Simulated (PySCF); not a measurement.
# Pm2O3: how settings move a single point

Which settings matter for Pm2O3? Each run alters one on purpose. It is a constructed species; whether it can be made isn't addressed.

Program: PySCF 2.14.0. Level of theory: BP86, Pm lcecp-1-SVP with ECP50, O def2-SVP; scalar-relativistic core potentials, no spin–orbit coupling. These are calculated values, not measurements.

7 further runs of the same task are left out: 2 for a known fault of the program, 5 that didn't finish.

### 1 The system as given

5 atoms, charge 0, spin multiplicity 1.

Bond lengths: Pm1–O3 2.142 Å, Pm1–O4 1.900 Å, Pm2–O3 2.142 Å, Pm2–O5 1.900 Å. Angles: O3–Pm1–O4 109.8°, O3–Pm2–O5 109.8°, Pm1–O3–Pm2 160.6°.

As a file:

```xyz
5
O3Pm2
Pm    0.4459    0.3547    2.1114
Pm    0.4459    0.3547   -2.1114
O     0.7290    0.5799    0.0000
O    -1.0177   -0.8096    2.4441
O    -1.0177   -0.8096   -2.4441
```

Formal oxidation states: Pm +3. Each metal's 4 4f electrons lie in its core potential, so multiplicities, spins and levels count the valence alone. An earlier session relaxed this geometry at BP86, Pm lcecp-1-SVP with ECP50, O def2-SVP (singlet, point group C2v).

The sound run used a (50, 194) grid (finer on f atoms), a threshold of 1e-8 and at most 55 cycles, and ended at -294.007238 Eh.

### 2 Try 1

run.py (the lines that set the calculation) reads:

```python
mol = gto.M(atom='''
Pm     0.49943     0.39730     2.36472
Pm     0.49943     0.39730    -2.36472
O      0.81646     0.64949     0.00000
O     -1.13986    -0.90675     2.73740
O     -1.13986    -0.90675    -2.73740''',
    basis={'Pm': 'lcecp-1-SVP', 'O': 'def2-SVP'},
    ecp={'Pm': 'lcecp-1-SVP'},
    charge=0, spin=0)
mf = dft.RKS(mol, xc='B88,P86')
mf.grids.atom_grid = (50, 194)  # f atoms: unpruned, at least (60, 302)
mf = mf.density_fit()  # fitting sets: Pm AutoAux, O def2-universal-JKFIT
mf.conv_tol = 1e-08; mf.max_cycle = 55
mf.kernel(dm0)  # dm0: free metal ions and neutral atoms
```

Launch:

```
$ OMP_NUM_THREADS=2 python run.py
```

Output:

```text
init E= -302.979503583182
  HOMO = -0.0959291310213975  LUMO = -0.0870596786531624  gap/eV = 0.24135
cycle= 1 E= -285.014389436668  delta_E=   18  |g|= 5.28  |ddm|= 4.82
  HOMO = -0.597117708356082  LUMO = -0.510773212810872  gap/eV = 2.34955
cycle= 2 E= -278.231000923213  delta_E= 6.78  |g|=  7.5  |ddm|=  8.5
  HOMO = -0.280209780593203  LUMO = -0.107388242602726  gap/eV = 4.70271
cycle= 3 E= -292.016908193488  delta_E= -13.8  |g|= 2.58  |ddm|= 5.56
  HOMO = -0.164189625272895  LUMO = -0.0926285822182554  gap/eV = 1.94728
cycle= 4 E= -293.400672554329  delta_E= -1.38  |g|= 1.57  |ddm|= 2.74
  HOMO = -0.0837247366319108  LUMO = -0.0740842238273656  gap/eV = 0.26233
cycle= 5 E= -290.358048487679  delta_E= 3.04  |g|= 3.26  |ddm|= 3.73
  HOMO = -0.176823026345212  LUMO = -0.101438707005718  gap/eV = 2.05131
cycle= 6 E= -293.880563107768  delta_E= -3.52  |g|= 0.443  |ddm|= 3.26
  HOMO = -0.166069035902091  LUMO = -0.0984580722803523  gap/eV = 1.83979
cycle= 7 E= -293.853107898753  delta_E= 0.0275  |g|= 0.557  |ddm|= 0.503
  HOMO = -0.163092025997033  LUMO = -0.0994842809602261  gap/eV = 1.73085
cycle= 8 E= -293.888265555492  delta_E= -0.0352  |g|= 0.425  |ddm|= 0.165
  HOMO = -0.153685636806617  LUMO = -0.101623577500818  gap/eV = 1.41668
cycle= 9 E= -293.928177772974  delta_E= -0.0399  |g|= 0.0961  |ddm|= 0.291
  HOMO = -0.153897479079491  LUMO = -0.101310051442505  gap/eV = 1.43098
cycle= 10 E= -293.929581331485  delta_E= -0.0014  |g|= 0.0535  |ddm|= 0.0479
  HOMO = -0.154179838969219  LUMO = -0.102005166410329  gap/eV = 1.41975
cycle= 11 E= -293.93019452911  delta_E= -0.000613  |g|= 0.017  |ddm|= 0.0406
  HOMO = -0.154877075513294  LUMO = -0.101978513775202  gap/eV = 1.43944
cycle= 12 E= -293.930269271492  delta_E= -7.47e-05  |g|= 0.00254  |ddm|= 0.0151
  HOMO = -0.155011785889864  LUMO = -0.102023582381558  gap/eV = 1.44188
cycle= 13 E= -293.930270658401  delta_E= -1.39e-06  |g|= 0.000533  |ddm|= 0.00227
  HOMO = -0.155029006428815  LUMO = -0.102052545493521  gap/eV = 1.44156
cycle= 14 E= -293.930270729207  delta_E= -7.08e-08  |g|= 0.000129  |ddm|= 0.000618
  HOMO = -0.155028282708911  LUMO = -0.102048517802322  gap/eV = 1.44165
cycle= 15 E= -293.930270733586  delta_E= -4.38e-09  |g|= 9.54e-06  |ddm|= 0.000126
  HOMO = -0.155026607134251  LUMO = -0.102049182885255  gap/eV = 1.44159
Extra cycle  E= -293.930270732743  delta_E= 8.43e-10  |g|= 6.07e-05  |ddm|= 5.38e-05
converged SCF energy = -293.930270732743
```

Run time: 8.6 s. Hardware: 2 threads of Arm Neoverse V2, shared host.

Changed: the scale of all coordinates (1.12). It converges in 15 cycles, +2.094 eV from the sound run, with a largest force component of 3.59 eV/Å. The setting is unsound, so these numbers aren't the compound's.

### 3 Try 2

run.py (the lines that set the calculation) reads:

```python
mol = gto.M(atom='''
Pm     0.44592     0.35473     2.11136
Pm     0.44592     0.35473    -2.11136
O      0.72898     0.57990     0.00000
O     -1.01773    -0.80960     2.44411
O     -1.01773    -0.80960    -2.44411''',
    basis={'Pm': 'lcecp-1-SVP', 'O': 'def2-SVP'},
    ecp={'Pm': 'lcecp-1-SVP'},
    charge=0, spin=0)
mf = dft.RKS(mol, xc='B88,P86')
mf.grids.atom_grid = (50, 194)  # f atoms: unpruned, at least (60, 302)
mf = mf.density_fit()  # fitting sets: Pm AutoAux, O def2-universal-JKFIT
mf.conv_tol = 1e-05; mf.max_cycle = 55
mf.kernel(dm0)  # dm0: free metal ions and neutral atoms
```

Launch:

```
$ OMP_NUM_THREADS=2 python run.py
```

Output:

```text
init E= -303.352520398205
  HOMO = -0.106444580890531  LUMO = -0.0943050967392112  gap/eV = 0.33033
cycle= 1 E= -289.169947548224  delta_E= 14.2  |g|= 4.37  |ddm|=  4.4
  HOMO = -0.683598851866813  LUMO = -0.330981220373268  gap/eV = 9.59521
cycle= 2 E= -283.87322844899  delta_E=  5.3  |g|= 6.18  |ddm|= 6.95
  HOMO = -0.233877434190773  LUMO = -0.088919591190991  gap/eV = 3.94450
cycle= 3 E= -293.340818414458  delta_E= -9.47  |g|=  1.5  |ddm|= 4.67
  HOMO = -0.133884780524228  LUMO = -0.105114576505153  gap/eV = 0.78288
cycle= 4 E= -292.517526832332  delta_E= 0.823  |g|= 2.66  |ddm|= 2.95
  HOMO = -0.140304507314369  LUMO = -0.082320599629417  gap/eV = 1.57782
cycle= 5 E= -293.982415524492  delta_E= -1.46  |g|= 0.32  |ddm|= 1.78
  HOMO = -0.145091401924528  LUMO = -0.0822535315273388  gap/eV = 1.70991
cycle= 6 E= -293.997718874297  delta_E= -0.0153  |g|= 0.205  |ddm|= 0.316
  HOMO = -0.15536379245692  LUMO = -0.0854731148537148  gap/eV = 1.90182
cycle= 7 E= -294.00561665811  delta_E= -0.0079  |g|= 0.0857  |ddm|= 0.14
  HOMO = -0.156254636765608  LUMO = -0.0850232835419454  gap/eV = 1.93830
cycle= 8 E= -294.006823657793  delta_E= -0.00121  |g|= 0.0419  |ddm|= 0.0386
  HOMO = -0.15757115225105  LUMO = -0.0846882287400382  gap/eV = 1.98325
cycle= 9 E= -294.007214897983  delta_E= -0.000391  |g|= 0.0105  |ddm|= 0.0288
  HOMO = -0.157999011667102  LUMO = -0.0847633164800406  gap/eV = 1.99284
cycle= 10 E= -294.007238107099  delta_E= -2.32e-05  |g|= 0.00126  |ddm|= 0.00765
  HOMO = -0.158078233254207  LUMO = -0.0847967441393798  gap/eV = 1.99409
cycle= 11 E= -294.007238397502  delta_E= -2.9e-07  |g|= 0.000535  |ddm|= 0.000928
  HOMO = -0.158199984472598  LUMO = -0.0847757085118668  gap/eV = 1.99798
Extra cycle  E= -294.007236960138  delta_E= 1.44e-06  |g|= 0.0026  |ddm|= 0.00234
converged SCF energy = -294.007236960138
```

Run time: 7.8 s. Hardware: 2 threads of Arm Neoverse V2, shared host.

Changed: the SCF threshold (1e-05). It converges in 11 cycles, at the sound run's energy within 0.001 eV, with a largest force component of 0.01 eV/Å. The result survives the change.

### 4 Try 3

Edit run.py (the lines that set the calculation) of step 3 so:

```diff
@@ -10,5 +10,5 @@
 mf = dft.RKS(mol, xc='B88,P86')
-mf.grids.atom_grid = (50, 194)  # f atoms: unpruned, at least (60, 302)
+mf.grids.atom_grid = (30, 86)  # f atoms: unpruned
 mf = mf.density_fit()  # fitting sets: Pm AutoAux, O def2-universal-JKFIT
-mf.conv_tol = 1e-05; mf.max_cycle = 55
+mf.conv_tol = 1e-08; mf.max_cycle = 55
 mf.kernel(dm0)  # dm0: free metal ions and neutral atoms
```

Launch:

```
$ OMP_NUM_THREADS=2 python run.py
```

Output:

```text
init E= -303.354791422999
  HOMO = -0.106518963208479  LUMO = -0.0943135078871404  gap/eV = 0.33213
cycle= 1 E= -289.181290225204  delta_E= 14.2  |g|= 4.36  |ddm|=  4.4
  HOMO = -0.682825542675134  LUMO = -0.33042153807564  gap/eV = 9.58940
cycle= 2 E= -283.889001558268  delta_E= 5.29  |g|= 6.18  |ddm|= 6.94
  HOMO = -0.233755897758651  LUMO = -0.0889142623875009  gap/eV = 3.94134
cycle= 3 E= -293.34357102355  delta_E= -9.45  |g|=  1.5  |ddm|= 4.66
  HOMO = -0.134012371634052  LUMO = -0.10516095767886  gap/eV = 0.78509
cycle= 4 E= -292.519549230342  delta_E= 0.824  |g|= 2.66  |ddm|= 2.95
  HOMO = -0.140449159388086  LUMO = -0.082366035423044  gap/eV = 1.58052
cycle= 5 E= -293.98457392486  delta_E= -1.47  |g|= 0.32  |ddm|= 1.78
  HOMO = -0.145286973899428  LUMO = -0.0822938956892719  gap/eV = 1.71413
cycle= 6 E= -293.999954593357  delta_E= -0.0154  |g|= 0.205  |ddm|= 0.316
  HOMO = -0.155561887669234  LUMO = -0.0855069416886272  gap/eV = 1.90629
cycle= 7 E= -294.007860454041  delta_E= -0.00791  |g|= 0.0858  |ddm|= 0.14
  HOMO = -0.156451274524222  LUMO = -0.0850440081103  gap/eV = 1.94309
cycle= 8 E= -294.009071498383  delta_E= -0.00121  |g|= 0.0419  |ddm|= 0.0387
  HOMO = -0.157772984152672  LUMO = -0.0847073044746128  gap/eV = 1.98822
cycle= 9 E= -294.009462991135  delta_E= -0.000391  |g|= 0.0104  |ddm|= 0.0288
  HOMO = -0.158200609913332  LUMO = -0.0847825345231277  gap/eV = 1.99781
cycle= 10 E= -294.009486035985  delta_E= -2.3e-05  |g|= 0.00126  |ddm|= 0.00762
  HOMO = -0.158280091637021  LUMO = -0.0848160407845131  gap/eV = 1.99906
cycle= 11 E= -294.009486327297  delta_E= -2.91e-07  |g|= 0.000535  |ddm|= 0.000929
  HOMO = -0.158301834314707  LUMO = -0.0848099651941681  gap/eV = 1.99982
cycle= 12 E= -294.009486397169  delta_E= -6.99e-08  |g|= 4.9e-05  |ddm|= 0.000489
  HOMO = -0.158303956165397  LUMO = -0.0848117431774165  gap/eV = 1.99982
cycle= 13 E= -294.00948639779  delta_E= -6.21e-10  |g|= 8.1e-06  |ddm|= 5.51e-05
  HOMO = -0.158302245141097  LUMO = -0.0848114029114201  gap/eV = 1.99979
Extra cycle  E= -294.009486397543  delta_E= 2.47e-10  |g|= 3.49e-05  |ddm|= 2.98e-05
converged SCF energy = -294.009486397543
```

Run time: 6.9 s. Hardware: 2 threads of Arm Neoverse V2, shared host.

Changed: the integration grid, to (30, 86). It converges in 13 cycles, -0.061 eV from the sound run, with a largest force component of 0.39 eV/Å. The setting is unsound, so these numbers aren't the compound's.

### 5 Side by side

| run | changed | ending | energy change (eV) | cycles | time | usable |
| --- | --- | --- | --- | --- | --- | --- |
| 1 | the scale of all coordinates | converged | +2.094 | 15 | 8.6 s | no |
| 2 | the SCF threshold | converged | 0.000 | 11 | 7.8 s | yes |
| 3 | the integration grid | converged | -0.061 | 13 | 6.9 s | no |

1 of 3 altered runs gives a usable result. 2 ended normally with numbers unfit to quote.
